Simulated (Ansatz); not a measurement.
This script for Ansatz 0.2.0, Python API starts 4 runs on ClH2O2Sn, SMILES [OH][Sn]([OH])[Cl]. What input does the engine get in each?

`methods_clh2o2sn.py`:
```python
from pathlib import Path

import ansatz
from ase import Atoms
import numpy as np


def main() -> None:
    atoms = Atoms(["O", "Sn", "O", "Cl", "H", "H"], positions=[
        (-0.3308, 1.4508, -0.6781),
        (0.3512, -0.3462, -0.6361),
        (0.8826, -0.7723, 1.2016),
        (-1.2269, -1.8573, -1.3305),
        (-1.1408, 1.4688, -0.0774),
        (1.5068, -0.0079, 1.4744),
    ])
    molecule = ansatz.Crystal.molecule_from_ase(atoms)

    job = molecule.calculation()
    job = job.basis(gaussian="def2-SVP").spin("collinear", total=1)

    print("functional    E (Ha)        dipole (D)   HOMO (eV)  LUMO (eV)")
    for name in ["hf", "b3lyp", "pbe", "hse06"]:
        report = job.functional(name).forces().orbitals().run(threads=1, runs_dir="runs").report
        lines = Path(report["orbitals_path"]).read_text().splitlines()
        field_of = lambda key: [line.split("=")[1].strip() for line in lines if line.startswith(key)]
        orbitals = [(27.211386 * float(e), s, float(n)) for e, s, n in zip(field_of("Ene="), field_of("Spin="), field_of("Occup="))]
        homo = max(e for e, _, n in orbitals if n > 0.5)
        lumo = min(e for e, _, n in orbitals if n < 0.5)
        dipole = 4.803205 * np.linalg.norm(report["charge_distribution"]["dipole_moment_e_ang"])
        print(f"{name:10s} {report['free_energy_ev'] / 27.211386246:14.6f} {dipole:9.3f} {homo:11.3f} {lumo:10.3f}")


if __name__ == "__main__":
    main()
```

Run 1:
```yaml
crystal:
  periodic: [false, false, false]
  atoms:
    - { symbol: O, position_ang: [-0.3308, 1.4508, -0.6781] }
    - { symbol: Sn, position_ang: [0.3512, -0.3462, -0.6361] }
    - { symbol: O, position_ang: [0.8826, -0.7723, 1.2016] }
    - { symbol: Cl, position_ang: [-1.2269, -1.8573, -1.3305] }
    - { symbol: H, position_ang: [-1.1408, 1.4688, -0.0774] }
    - { symbol: H, position_ang: [1.5068, -0.0079, 1.4744] }
basis:
  gaussian:
    orbitals: def2-SVP
hamiltonian:
  xc: hf
magnetization:
  spin_polarized: true
  initial_magnetization: 1.0
output:
  orbitals: {}
  forces: true
```

Run 2, against run 1:
```diff
-  xc: hf
+  xc: b3lyp
```

Run 3, against run 1:
```diff
-  xc: hf
+  xc: pbe
```

Run 4, against run 1:
```diff
-  xc: hf
+  xc: hse06
```

Output of `python methods_clh2o2sn.py`:
```text
functional    E (Ha)        dipole (D)   HOMO (eV)  LUMO (eV)
hf            -823.501552     1.938      -9.747     -0.104
b3lyp         -825.996624     1.798      -6.472     -4.119
pbe           -825.569855     1.849      -5.521     -4.597
hse06         -825.593817     1.884      -6.384     -4.169
```

Reading the output:
- Total energies depend on the basis set; only differences at equal settings carry meaning.
- The geometry is a force-field or estimated start, not a minimum of this method, and the basis set is short of its limit. A lower total doesn't mark the better method: functionals have no common bound, and MP2 and coupled cluster aren't variational.
- def2 sets replace the cores of elements past krypton by effective core potentials.
- The run takes the species as open-shell (spin multiplicity 2), which needn't be its ground state.
- b3lyp holds the VWN-RPA fit, as in Gaussian; the form of ORCA and Turbomole is b3lyp5.
- Levels such as HOMO and LUMO are orbital energies: with these approximate functionals they aren't the ionisation energy and electron affinity, and their gap isn't the fundamental gap.
- hse06 follows the composition of plane-wave codes, whose totals differ by tens of mHa, up to about 0.1 Ha, from the form usual in Gaussian-basis programs (wpbeh).
- Run time: 16 s on 1 thread of AMD EPYC 7B13 (Zen 3), with other jobs on the host, peak memory 0.32 GiB.
